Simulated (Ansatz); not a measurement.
Write a Python script for Ansatz's Python interface that makes a rigid torsion scan of C3H6Si, SMILES CC1=C[SiH2]1. Settings (for the species named): r2SCAN, cc-pVDZ basis, multiplicity 1.

```xyz
10

C    -0.7506    0.7881   -1.0296
C    -0.1065   -0.0486   -0.1339
C     0.1199   -1.2888    0.1550
Si    1.0109   -0.1082    1.2618
H    -1.3445    0.2554   -1.8162
H    -1.5222    1.4736   -0.5087
H    -0.0727    1.4959   -1.5591
H    -0.0085   -2.2758   -0.1412
H     0.3466   -0.1896    2.6632
H     2.4107   -0.1531    1.1116
```

`c3h6si_torsion.py`
```python
'''Energy of C3H6Si as one group turns about a bond.'''

import ansatz as az
from ase import Atoms

config = {
    'basis_set': 'cc-pVDZ',
    'xc': 'r2scan',
    'force_tol': 0.02,
}

atoms = Atoms(['C', 'C', 'C', 'Si', 'H', 'H', 'H', 'H', 'H', 'H'], positions=[
    (-0.7506, 0.7881, -1.0296),
    (-0.1065, -0.0486, -0.1339),
    (0.1199, -1.2888, 0.155),
    (1.0109, -0.1082, 1.2618),
    (-1.3445, 0.2554, -1.8162),
    (-1.5222, 1.4736, -0.5087),
    (-0.0727, 1.4959, -1.5591),
    (-0.0085, -2.2758, -0.1412),
    (0.3466, -0.1896, 2.6632),
    (2.4107, -0.1531, 1.1116),
])

# relax first, so that the scan starts from a minimum
first = (
    az.Crystal.molecule_from_ase(atoms).calculation()
    .basis(gaussian=config['basis_set'])
    .functional(config['xc'])
    .relax(force_tolerance=config['force_tol'], max_steps=80)
)
atoms.positions = first.run().report['positions_ang']

start = atoms.get_dihedral(2, 1, 0, 4)
energies = {}
for turn in range(0, 121, 15):
    turned = atoms.copy()
    turned.set_dihedral(2, 1, 0, 4, start + turn, indices=[0, 4, 5, 6])
    model = az.Crystal.molecule_from_ase(turned).calculation()
    model = model.basis(gaussian=config['basis_set']).functional(config['xc'])
    energies[round((start + turn) % 360)] = model.run().report['free_energy_ev']
floor = min(energies.values())
print('dihedral C2-C1-C0-H4 (deg)   E - E(min) (kJ/mol)')
for angle, e in sorted(energies.items()):
    print(f'{angle:8d} {96.485332 * (e - floor):14.3f}  ' + '#' * int(30 * (e - floor) / max(max(energies.values()) - floor, 1e-9)))
```

Running `python c3h6si_torsion.py` prints:
```text
dihedral C2-C1-C0-H4 (deg)   E - E(min) (kJ/mol)
      15          0.773  ####
      30          2.654  ##############
      45          4.610  ########################
      60          5.572  ##############################
      75          5.051  ###########################
      90          3.412  ##################
     105          1.646  ########
     120          0.772  ####
     360          0.000
```

The scan is rigid and the energies are electronic, in a modest basis. With rigid groups the curve can differ much from the relaxed path, the start wasn't checked as a minimum of this torsion, and equivalent turns needn't return to the same energy. The whole script took 76 s on 1 thread of Arm Neoverse V1 (shared host), peak memory 0.22 GiB.
